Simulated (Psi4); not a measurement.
# A workflow on InClF2 (SMILES [F][In]([F])[Cl])

Aim: a geometry optimisation (singlet InClF2, CAM-B3LYP/def2-SVPD), then a single-point energy (doublet [InClF2]+, UCAM-B3LYP/def2-SVPD), then a structure relaxation (doublet [InClF2]+, UCAM-B3LYP/def2-SVPD), then the energy (doublet [InClF2]−, UCAM-B3LYP/def2-SVPD), then a geometry optimisation (doublet [InClF2]−, UCAM-B3LYP/def2-SVPD) of ClF2In. 

The results are computed with Psi4 1.11.

**1. Starting point**

InClF2: 4 atoms, total charge 0, spin state singlet. As SMILES, `[F][In]([F])[Cl]`. Geometry: relaxed at PBE0-D4/def2-TZVP. The run starts from this shape.

Bond lengths: F1–In2 1.923 Å, In2–F3 1.923 Å, In2–Cl4 2.277 Å. Angles: F1–In2–F3 114.8°, F1–In2–Cl4 122.6°, F3–In2–Cl4 122.6°.

**2. A structure relaxation at CAM-B3LYP/def2-SVPD (density fitting, core potential) (run 1)**

job.py reads:

```python
import psi4

psi4.set_memory(1600000000)
psi4.set_num_threads(1)
psi4.core.set_output_file('run.log', False)

geom = psi4.geometry("""
0 1
F
In 1 1.922571
F 2 1.922559 1 114.79989
Cl 2 2.276895 3 122.60217 1 179.99569
symmetry c1
""")

psi4.set_options({
    'basis': 'def2-SVPD',
})

e, wfn = psi4.optimize("cam-b3lyp", return_wfn=True)
print(f'total energy {e:.8f} hartree = {e * 27.211386:.5f} eV')
print(geom.to_string(dtype='xyz', units='Angstrom'))
```

On the command line:

```
$ python job.py
```

run.log:

```text
[...]
    !!!  WARNING: ECP capability is in beta. Please check occupations closely.  !!!
[...]
  Running in c1 symmetry.
[...]
  Nuclear repulsion =  244.159016576278987
[...]
  Multiplicity = 1
[...]
  Nalpha       = 28
  Nbeta        = 28
[...]
    Number of basis functions: 105
[...]
   @DF-RKS iter   1:  -849.56882568961191   -1.23292e+00   7.20943e-03 DIIS/ADIIS
[...]
    !!!  WARNING: ECP capability is in beta. Please check occupations closely.  !!!
[...]
   @DF-RKS iter   9:  -849.78331866104077    0.00000e+00   2.48848e-09 DIIS
[...]
  @DF-RKS Final Energy:  -849.78331866104077
   => Energetics <=
    Nuclear Repulsion Energy =            241.1179796231877503
    One-Electron Energy =               -1729.0672533223628307
    Two-Electron Energy =                 687.4761586696372433
    DFT Exchange-Correlation Energy =     -49.3102036315028514
    Empirical Dispersion Energy =           0.0000000000000000
    VV10 Nonlocal Energy =                  0.0000000000000000
    Total Energy =                       -849.7833186610407665
[...]
  -Total Gradient:
     Atom            X                  Y                   Z
    ------   -----------------  -----------------  -----------------
       1       -0.000001906206    -0.000073442376    -0.000075567109
       2        0.000006491777    -0.000057698536     0.000019745663
       3       -0.000001906043    -0.000049800866    -0.000057189220
       4       -0.000001895598    -0.000104257777    -0.000064615049
[...]
    Final optimized geometry and variables:
    Molecular point group: c1
    Full point group: C1
    Geometry (in Angstrom), charge = 0, multiplicity = 1:
    F
    IN            1    1.943833
    F             2    1.943701      1  116.203605
    CL            2    2.311193      3  121.899847      1  179.988325
[...]
```

The script printed:

```text
Some dependencies such as QCElemental have not yet finished migration to pydantic v2. If issues are encountered please downgrade pydantic or upgrade QCElemental as appropriate
	Energy has increased in a minimization.
	Energy ratio indicates iffy step.
	Intrafrag trust radius decreased to   0.25.
	Previous geometry is closer to target in internal coordinates, so using that one.

	Best geometry has RMS(Delta(q)) = 2.08e-06

Optimizer: Optimization complete!
total energy -849.78331866 hartree = -23123.78190 eV
4
0 1 ClF2In
F                     0.000074420015    -0.188876020901    -2.061362118820
In                    0.000074420015    -0.188876020901    -0.117528730991
F                     0.000074420015    -1.932823883873     0.740736292871
Cl                   -0.000325400189     1.773335206461     1.103676156550
```

It took 68 s on 1 thread of Intel Xeon Platinum 8259CL at 2.50GHz (Skylake/Cascade Lake), shared host; peak memory 0.62 GiB.

Step by step:

| step | energy from the first frame kept (eV) | largest force (eV/Å) |
| --- | --- | --- |
| 0 | 0.0000 | 0.5757 |
| 1 | -0.0188 | 0.2106 |
| 2 | -0.0210 | 0.0227 |
| 3 | -0.0218 | 0.0644 |
| 4 | -0.0213 | 0.0153 |
| 5 | -0.0215 | 0.0063 |

After the run. Bond lengths: F1–In2 1.944 Å, In2–F3 1.944 Å, In2–Cl4 2.311 Å. Angles: F1–In2–F3 116.2°, F1–In2–Cl4 121.9°, F3–In2–Cl4 121.9°.

**3. The doublet cation: a single-point energy at UCAM-B3LYP/def2-SVPD (density fitting, core potential) (run 2)**

clf2in.py reads:

```python
import psi4

psi4.set_memory('1600 MB')
psi4.set_num_threads(1)
psi4.set_output_file('clf2in.out', False)

geom = psi4.geometry("""
1 2
F      1.13300797     1.16375004     3.34781424
In     0.09840371    -0.08790061     0.05294068
F      1.55243080    -3.29441058    -0.99371815
Cl    -2.70099122     2.11212988    -2.47658435
units au
symmetry c1
""")

options = {'basis': 'def2-SVPD', 'reference': 'uks'}
psi4.set_options(options)

result, w = psi4.energy('cam-b3lyp', return_wfn=True)
print(f'cam-b3lyp energy: {result:.10f} Eh')
```

On the command line:

```
$ python clf2in.py
```

clf2in.out:

```text
[...]
    !!!  WARNING: ECP capability is in beta. Please check occupations closely.  !!!
[...]
  Running in c1 symmetry.
[...]
  Nuclear repulsion =  241.117978513838295
[...]
  Multiplicity = 2
[...]
  Nalpha       = 28
  Nbeta        = 27
[...]
    Number of basis functions: 105
[...]
   @DF-UKS iter   1:  -849.07380114803527   -7.57920e-01   7.16824e-03 ADIIS/DIIS
[...]
   @DF-UKS iter  18:  -849.31689625544698   -2.19467e-07   9.68198e-07 DIIS
[...]
   @S^2 Observed:                7.533288813E-01
[...]
  @DF-UKS Final Energy:  -849.31689625544698
   => Energetics <=
    Nuclear Repulsion Energy =            241.1179785138382954
    One-Electron Energy =               -1714.8912253227558722
    Two-Electron Energy =                 673.5472804246804799
    DFT Exchange-Correlation Energy =     -49.0909298712099300
    Empirical Dispersion Energy =           0.0000000000000000
    VV10 Nonlocal Energy =                  0.0000000000000000
    Total Energy =                       -849.3168962554469772
[...]
 Multipole Moments:
 ------------------------------------------------------------------------------------
     Multipole            Electronic (a.u.)      Nuclear  (a.u.)        Total (a.u.)
 ------------------------------------------------------------------------------------
 L = 1.  Multiply by 2.5417464519 to convert [e a0] to [Debye]
 Dipole X            :          8.2945649          -10.1057647           -1.8111998
 Dipole Y            :         -6.5227377            7.9452188            1.4224811
 Dipole Z            :          7.4963948           -9.1332252           -1.6368305
 Magnitude           :                                                    2.8254400
[...]
```

On the terminal:

```text
cam-b3lyp energy: -849.3168962554 Eh
```

It took 17 s on 1 thread of Intel Xeon Platinum 8259CL at 2.50GHz (Skylake/Cascade Lake), shared host; peak memory 0.56 GiB.

**4. The doublet cation: a geometry optimisation at UCAM-B3LYP/def2-SVPD (density fitting, core potential) (run 3)**

job.inp reads:

```
memory 1.6 GB

molecule molecule1 {
  1 2
  F      0.599562     0.615830     1.771587
  In     0.052073    -0.046515     0.028015
  F      0.821511    -1.743327    -0.525853
  Cl    -1.429303     1.117691    -1.310552
  symmetry c1
}

set globals {
  basis        def2-SVPD
  reference    uks
  geom_maxiter 50
}

result, w = opt("cam-b3lyp", return_wfn=True)
```

On the command line:

```
$ psi4 -i job.inp -o job.out -n 1
```

job.out:

```text
[...]
  Running in c1 symmetry.
[...]
  Nuclear repulsion =  241.117978495281676
[...]
  Multiplicity = 2
[...]
  Nalpha       = 28
  Nbeta        = 27
[...]
    Number of basis functions: 105
[...]
   @DF-UKS iter   1:  -849.07463854971513   -7.82799e-01   7.17050e-03 DIIS/ADIIS
[...]
   @DF-UKS iter   8:  -849.34631706894879   -4.54747e-13   2.63769e-09 DIIS
[...]
   @S^2 Observed:                7.528798777E-01
[...]
  @DF-UKS Final Energy:  -849.34631706894879
   => Energetics <=
    Nuclear Repulsion Energy =            234.6926966944371884
    One-Electron Energy =               -1702.7143438050181885
    Two-Electron Energy =                 667.7609283371519950
    DFT Exchange-Correlation Energy =     -49.0855982955198300
    Empirical Dispersion Energy =           0.0000000000000000
    VV10 Nonlocal Energy =                  0.0000000000000000
    Total Energy =                       -849.3463170689487924
[...]
  -Total Gradient:
     Atom            X                  Y                   Z
    ------   -----------------  -----------------  -----------------
       1        0.000033974651    -0.000010561213     0.000010341320
       2       -0.000044442236    -0.000001131878     0.000035231900
       3        0.000037827931    -0.000027556539    -0.000002222377
       4        0.000045717467    -0.000030898664     0.000036971412
[...]
    Final optimized geometry and variables:
    Molecular point group: c1
    Full point group: C1
    Geometry (in Angstrom), charge = 1, multiplicity = 2:
    F            0.325935085234     0.982931270184     1.709272003133
    IN           0.284780870492    -0.224240448700     0.257771940289
    F            0.577630436976    -1.691212976739    -0.894712586474
    CL          -1.426661868185     1.121635848470    -1.289556863264
    Psi4 run time: 0:02:38.93
[...]
```

On the terminal:

```text
Optimizer: Optimization complete!
```

Run time: 2.7 min. Hardware: 1 thread of Intel Xeon Platinum 8259CL at 2.50GHz (Skylake/Cascade Lake), shared host; peak memory 0.63 GiB.

Step by step:

```
step  energy from the first frame kept (eV)  largest force (eV/Å)
   0                                 0.0000                3.9882
   1                                -0.3410                1.5411
   2                                -0.5425                0.9374
   3                                -0.7026                0.3483
   4                                -0.7687                0.3400
   5                                -0.7858                0.2945
   6                                -0.7968                0.1620
   7                                -0.8004                0.0365
   8                                -0.8006                0.0113
   9                                -0.8006                0.0034
```

After the run. Bond lengths: F1–In2 1.888 Å, In2–F3 1.888 Å, In2–Cl4 2.671 Å. Angles: F1–In2–F3 164.2°, F1–In2–Cl4 97.9°, F3–In2–Cl4 97.9°.

**5. The doublet anion: a single-point energy at UCAM-B3LYP/def2-SVPD (density fitting, core potential) (run 4)**

clf2in.xyz reads:

```xyz
4
ClF2In
F      0.599562     0.615830     1.771587
In     0.052073    -0.046515     0.028015
F      0.821511    -1.743327    -0.525853
Cl    -1.429303     1.117691    -1.310552
```

calc.py reads:

```python
import psi4

psi4.set_memory('1600 MB')
psi4.set_num_threads(1)
psi4.set_output_file('clf2in.out', False)

with open('clf2in.xyz') as f:
    atoms = ''.join(f.readlines()[2:])
m = psi4.geometry('-1 2\n' + atoms + 'symmetry c1')

psi4.set_options({
    'basis': 'def2-SVPD',
    'reference': 'uks',
})

e_tot, wfn = psi4.energy("cam-b3lyp", return_wfn=True)
print(f'cam-b3lyp energy: {e_tot:.10f} Eh')
```

On the command line:

```
$ python calc.py
```

clf2in.out:

```text
[...]
    !!!  WARNING: ECP capability is in beta. Please check occupations closely.  !!!
[...]
  Running in c1 symmetry.
[...]
  Nuclear repulsion =  241.117978495281676
[...]
  Multiplicity = 2
[...]
  Nalpha       = 29
  Nbeta        = 28
[...]
    Number of basis functions: 105
[...]
   @DF-UKS iter   1:  -849.52826317404742   -1.23642e+00   8.29414e-03 DIIS/ADIIS
[...]
   @DF-UKS iter  10:  -849.84734379075587   -2.41334e-08   3.62021e-07 DIIS
[...]
   @S^2 Observed:                7.522905799E-01
[...]
  @DF-UKS Final Energy:  -849.84734379075587
   => Energetics <=
    Nuclear Repulsion Energy =            241.1179784952816760
    One-Electron Energy =               -1741.9269003201627584
    Two-Electron Energy =                 700.4459725464304256
    DFT Exchange-Correlation Energy =     -49.4843945123052649
    Empirical Dispersion Energy =           0.0000000000000000
    VV10 Nonlocal Energy =                  0.0000000000000000
    Total Energy =                       -849.8473437907558719
[...]
 Multipole Moments:
 ------------------------------------------------------------------------------------
     Multipole            Electronic (a.u.)      Nuclear  (a.u.)        Total (a.u.)
 ------------------------------------------------------------------------------------
 L = 1.  Multiply by 2.5417464519 to convert [e a0] to [Debye]
 Dipole X            :          9.9830498          -10.1057647           -0.1227148
 Dipole Y            :         -7.8488198            7.9452189            0.0963991
 Dipole Z            :          9.0219565           -9.1332252           -0.1112688
 Magnitude           :                                                    0.1916571
[...]
```

The script printed:

```text
cam-b3lyp energy: -849.8473437908 Eh
```

Wall time 14 s (1 thread of Intel Xeon Platinum 8259CL at 2.50GHz (Skylake/Cascade Lake), shared host); peak memory 0.55 GiB.

**6. The doublet anion: a structure relaxation at UCAM-B3LYP/def2-SVPD (density fitting, core potential) (run 5)**

clf2in.xyz is that of step 5.

run.py reads:

```python
import psi4

psi4.set_memory('1600 MB')
psi4.set_num_threads(1)
psi4.core.set_output_file('run.log', False)

with open('clf2in.xyz') as f:
    atoms = ''.join(f.readlines()[2:])
mol = psi4.geometry('-1 2\n' + atoms + 'symmetry c1')

psi4.set_options({
    'basis': 'def2-SVPD',
    'reference': 'uks',
    'geom_maxiter': 50,
})

E = psi4.optimize("cam-b3lyp")
print(f'total energy {E:.8f} hartree = {E * 27.211386:.5f} eV')
print(mol.to_string(dtype='xyz', units='Angstrom'))
```

On the command line:

```
$ python run.py
```

run.log:

```text
[...]
  Running in c1 symmetry.
[...]
  Nuclear repulsion =  241.117978495281676
[...]
  Multiplicity = 2
[...]
  Nalpha       = 29
  Nbeta        = 28
[...]
    Number of basis functions: 105
[...]
   @DF-UKS iter   1:  -849.52826317404742   -1.23642e+00   8.29414e-03 ADIIS/DIIS
[...]
   @DF-UKS iter   6:  -849.88683417256834   -1.22782e-11   9.23154e-09 DIIS
[...]
   @S^2 Observed:                7.528737724E-01
[...]
  @DF-UKS Final Energy:  -849.88683417256834
   => Energetics <=
    Nuclear Repulsion Energy =            230.8857952324964629
    One-Electron Energy =               -1721.6413431766707163
    Two-Electron Energy =                 690.2936402579420019
    DFT Exchange-Correlation Energy =     -49.4249264863361262
    Empirical Dispersion Energy =           0.0000000000000000
    VV10 Nonlocal Energy =                  0.0000000000000000
    Total Energy =                       -849.8868341725683422
[...]
  -Total Gradient:
     Atom            X                  Y                   Z
    ------   -----------------  -----------------  -----------------
       1        0.000010738273    -0.000008680962     0.000023078055
       2        0.000054275968     0.000008073871    -0.000005517436
       3        0.000008825600    -0.000015993061     0.000006941362
       4        0.000085276926     0.000038477661    -0.000034277728
[...]
    Final optimized geometry and variables:
    Molecular point group: c1
    Full point group: C1
    Geometry (in Angstrom), charge = -1, multiplicity = 2:
    F            0.255553228025     0.326217782497     2.029073543572
    IN           0.400813631091     0.020621745637     0.017404133479
    F            0.473211475942    -2.002193268681    -0.235927216426
    CL          -1.712964593952     0.842788286038    -1.031395557193
[...]
```

Run time: 5.4 min. Hardware: 1 thread of Intel Xeon Platinum 8259CL at 2.50GHz (Skylake/Cascade Lake), shared host; peak memory 0.63 GiB.

The path in brief:

| step | energy from the first frame kept (eV) | largest force (eV/Å) |
| --- | --- | --- |
| 0 | 0.0000 | 2.8749 |
| 1 | -0.5951 | 0.9192 |
| 2 | -0.6468 | 0.3740 |
| 3 | -0.6620 | 0.2028 |
| 4 | -0.2150 | 1.6545 |
| 5 | -0.4985 | 1.2516 |
| 6 | -0.7158 | 0.6402 |
| 7 | 0.5171 | 7.3920 |
| 8 | -0.3950 | 3.9622 |
| 9 | -0.9309 | 1.1140 |
| 10 | -0.8809 | 1.6219 |
| 11 | -0.9681 | 1.0880 |
| 12 | -1.0287 | 0.6406 |
| 13 | -1.0647 | 0.1394 |
| 14 | -1.0703 | 0.1689 |
| 15 | -1.0735 | 0.1310 |
| 16 | -1.0746 | 0.0369 |
| 17 | -1.0741 | 0.0082 |
| 18 | -1.0746 | 0.0054 |
| 19 | -1.0746 | 0.0051 |

After the run. Bond lengths: F1–In2 2.040 Å, In2–F3 2.040 Å, In2–Cl4 2.499 Å. Angles: F1–In2–F3 105.9°, F1–In2–Cl4 107.7°, F3–In2–Cl4 107.7°.

**7. Summary of results**

| quantity | value |
| --- | --- |
| run 1, CAM-B3LYP/def2-SVPD: total energy at the end | -849.78332 Eh |
| run 1, CAM-B3LYP/def2-SVPD: dipole moment | 1.21 D |
| run 1, CAM-B3LYP/def2-SVPD: HOMO energy | -11.42 eV |
| run 1, CAM-B3LYP/def2-SVPD: LUMO energy | -2.67 eV |
| run 1, CAM-B3LYP/def2-SVPD: HOMO–LUMO gap | 8.75 eV |
| doublet cation, run 2: total energy | -849.31690 Eh |
| doublet cation, run 2: HOMO energy (highest over α and β) | -17.80 eV |
| doublet cation, run 2: LUMO energy (lowest over α and β) | -14.02 eV |
| doublet cation, run 2: ⟨S²⟩ | 0.753 |
| doublet cation, run 3: total energy at the end | -849.34632 Eh |
| doublet cation, run 3: HOMO energy (highest over α and β) | -18.01 eV |
| doublet cation, run 3: LUMO energy (lowest over α and β) | -12.01 eV |
| doublet cation, run 3: ⟨S²⟩ | 0.753 |
| doublet anion, run 4: total energy | -849.84734 Eh |
| doublet anion, run 4: HOMO energy (highest over α and β) | -0.86 eV |
| doublet anion, run 4: LUMO energy (lowest over α and β) | 2.90 eV |
| doublet anion, run 4: ⟨S²⟩ | 0.752 |
| doublet anion, run 5: total energy at the end | -849.88683 Eh |
| doublet anion, run 5: HOMO energy (highest over α and β) | -2.96 eV |
| doublet anion, run 5: LUMO energy (lowest over α and β) | 1.73 eV |
| doublet anion, run 5: ⟨S²⟩ | 0.753 |
| adiabatic electron affinity (to the doublet anion, no zero-point term) | 2.817 eV |
| adiabatic ionisation energy (to the doublet cation, no zero-point term) | 11.891 eV |

In words: The adiabatic electron affinity (to the doublet anion, no zero-point term) is 2.82 eV (65 kcal/mol). The adiabatic ionisation energy (to the doublet cation, no zero-point term) is 11.89 eV (1147 kJ/mol). The optimisation (run 1, CAM-B3LYP/def2-SVPD) took 6 steps and changed the energy by -0.021 eV. The optimisation (doublet cation, run 3) took 10 steps and changed the energy by -0.801 eV. The optimisation (doublet anion, run 5) took 20 steps and changed the energy by -1.075 eV.
